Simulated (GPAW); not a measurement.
Ta3N:

```
CELL_PARAMETERS angstrom
3.03222 0.00000 0.00000
-1.51611 2.62598 0.00000
0.00000 0.00000 7.52414
ATOMIC_POSITIONS crystal
Ta 0.66667 0.33333 0.82607
Ta 0.33333 0.66667 0.17393
Ta 0.00000 0.00000 0.50000
N 0.00000 0.00000 0.00000
```

The cell comes from a database or a generator and needn't be the stable form of this composition.

```yaml
Program: GPAW 26.7.0
Task: relaxation of cell and atoms
Functional: BLYP
Potentials_or_basis: PAW data sets generated in the run's folder for this functional
Cutoff: 800 eV
Basis: pw
k_mesh: 7 × 7 × 3
Occupations: fermi-dirac, width 0.05 eV
Spin: no spin polarisation
```

At the start: pressure 6.2 GPa; volume 14.98 Å³/atom.

Where does the relaxation end?

Over 11 steps the energy falls by 10.5 meV/atom and the volume is 15.34 Å³/atom (+2.4 %); space group P-3m1 (No. 164, to 0.05 Å).

The path:
```tsv
step	energy change (eV)	largest force (eV/Å)	pressure (GPa)	volume (Å³)
1	0.0000	0.0366	6.16	59.91
2	-0.0132	0.0007	4.60	60.28
3	-0.0328	0.0755	-0.01	61.47
4	-0.0335	0.0547	-0.22	61.53
5	-0.0356	0.0512	-0.48	61.64
6	-0.0362	0.0896	-0.34	61.62
7	-0.0374	0.1382	0.02	61.52
8	-0.0385	0.1649	0.37	61.40
9	-0.0404	0.1267	0.65	61.26
10	-0.0414	0.0620	0.42	61.29
11	-0.0418	0.0012	0.04	61.36
```

Final structure:
```
Ta N
1.0
     3.02649    0.00000    0.00000
    -1.51324    2.62101    0.00000
     0.00000    0.00000    7.73581
Ta N
3 1
Direct
  0.66667 0.33333 0.82435
  0.33333 0.66667 0.17565
  0.00000 0.00000 0.50000
  0.00000 0.00000 0.00000
```

Caveat: later steps reuse the first step's grids.
